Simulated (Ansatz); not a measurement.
# C2H7ClFN2Ta: one species, many methods

The task here is to estimate one member of a computed series from the others.

Method: functionals in def2-TZVPP, the program's frozen cores in correlated methods; program: Ansatz 0.2.0, Gaussian basis.

The runs, in order: LDA (SPW92), PBE-D4, revPBE-D4, BLYP-D4, r2SCAN-D4, B97M-V, PBE0-D4, B3LYP-D4, r2SCANh-D4, r2SCAN0-D4, HSE06-D4, BHLYP-D4, CAM-B3LYP-D4, LC-ωPBE, ωB97X-V, ωB97M-V, B2PLYP, PBE-QIDH; CCSD(T)/def2-SVP; CCSD(T)/def2-TZVPP; MP2/def2-QZVPP; extrapolation to the limit; RPA on PBE.

### Structure used throughout

All runs share one geometry, relaxed beforehand with PBE0-D4 in a triple-zeta def2 set. Ta takes the def2 core potential; no spin-orbit term is included.

14 atoms, charge 0, spin multiplicity 1.

Atoms are counted from 1 here; the program's logs count them from 0.

Bond lengths: C1–N2 1.455 Å, C1–H8 1.097 Å, C1–H9 1.096 Å, C1–H10 1.096 Å, N2–C3 1.446 Å, N2–Ta4 1.956 Å, C3–H11 1.088 Å, C3–H12 1.097 Å, C3–H13 1.097 Å, Ta4–N5 1.761 Å, Ta4–F6 1.893 Å, Ta4–Cl7 2.327 Å, N5–H14 1.006 Å. Angles: N2–C1–H8 111.4°, N2–C1–H9 110.9°, N2–C1–H10 111.0°, H8–C1–H9 107.2°, H8–C1–H10 107.5°, H9–C1–H10 108.7°, C1–N2–C3 112.5°, C1–N2–Ta4 115.9°, C3–N2–Ta4 131.6°, N2–C3–H11 109.9°, N2–C3–H12 110.6°, N2–C3–H13 110.7°, H11–C3–H12 108.8°, H11–C3–H13 108.9°, H12–C3–H13 107.7°, N2–Ta4–N5 103.9°, N2–Ta4–F6 108.8°, N2–Ta4–Cl7 108.8° and more.

Set-up of the first run:

File in.yaml:

```yaml
crystal:
  periodic: [false, false, false]
  atoms:
    - {symbol: C, position_ang: [0.356621, -1.577428, 0.539736]}
    - {symbol: N, position_ang: [0.089711, -0.311495, -0.126982]}
    - {symbol: C, position_ang: [0.297228, -0.384523, -1.556265]}
    - {symbol: Ta, position_ang: [-0.484469, 1.158048, 1.029323]}
    - {symbol: N, position_ang: [-0.776529, 2.487799, -0.087668]}
    - {symbol: F, position_ang: [-2.061383, 0.639686, 1.939776]}
    - {symbol: Cl, position_ang: [1.234384, 1.660831, 2.515744]}
    - {symbol: H, position_ang: [0.185932, -1.503650, 1.620518]}
    - {symbol: H, position_ang: [1.399433, -1.883273, 0.395945]}
    - {symbol: H, position_ang: [-0.297887, -2.368827, 0.156437]}
    - {symbol: H, position_ang: [0.079278, 0.578729, -2.012632]}
    - {symbol: H, position_ang: [1.335667, -0.656681, -1.782995]}
    - {symbol: H, position_ang: [-0.353322, -1.145965, -2.004734]}
    - {symbol: H, position_ang: [-1.004652, 3.306737, -0.626183]}
basis:
  gaussian: {orbitals: def2-TZVPP}
hamiltonian: {xc: lda}
output: {orbitals: {seedname: orbitals}}
```

Steps of the session up to this table: LDA; PBE-D4 (GGA); revPBE-D4 (GGA); BLYP-D4 (GGA); r2SCAN-D4 (meta-GGA); B97M-V (meta-GGA); PBE0-D4 (hybrid); B3LYP-D4 (hybrid); r2SCANh-D4 (hybrid); r2SCAN0-D4 (hybrid); HSE06-D4 (hybrid); BHLYP-D4 (hybrid); CAM-B3LYP-D4 (range-separated); LC-ωPBE (range-separated); ωB97X-V (range-separated); ωB97M-V (range-separated); B2PLYP (double hybrid); PBE-QIDH (double hybrid).

One of the session's tables, all rows but one given; the rest of the session is left out.

It belongs to the step «Frontier levels by functional». 

| functional | HOMO (eV) | gap (eV) |
| --- | --- | --- |
| LDA (SPW92) | -6.24 | 4.25 |
| PBE-D4 | -6.08 | 4.34 |
| revPBE-D4 | -6.02 | 4.38 |
| BLYP-D4 | -5.97 | 4.33 |
| r2SCAN-D4 | -6.33 | 4.75 |
| B97M-V | -6.43 | 4.84 |
| PBE0-D4 | -7.36 | 6.45 |
| B3LYP-D4 | -7.15 | 6.01 |
| r2SCANh-D4 | -6.81 | 5.54 |
| r2SCAN0-D4 | ? | ? |
| HSE06-D4 | -6.96 | 5.68 |
| BHLYP-D4 | -8.56 | 8.61 |
| CAM-B3LYP-D4 | -8.71 | 8.89 |
| LC-ωPBE | -10.03 | 11.40 |
| ωB97X-V | -9.69 | 10.95 |
| ωB97M-V | -9.60 | 10.75 |

**Question.** Estimate the row for r2SCAN0-D4.

Worked estimate for «HOMO (eV)». Against the share of exact exchange, r2SCAN-D4 (0, -6.33), r2SCANh-D4 (0.1, -6.81) give a slope of -4.80 per unit share; at 0.25 the line stands at -7.53.

As computed: HOMO (eV): -7.53; gap (eV): 6.73. In «HOMO (eV)» the line misses by 0.00.
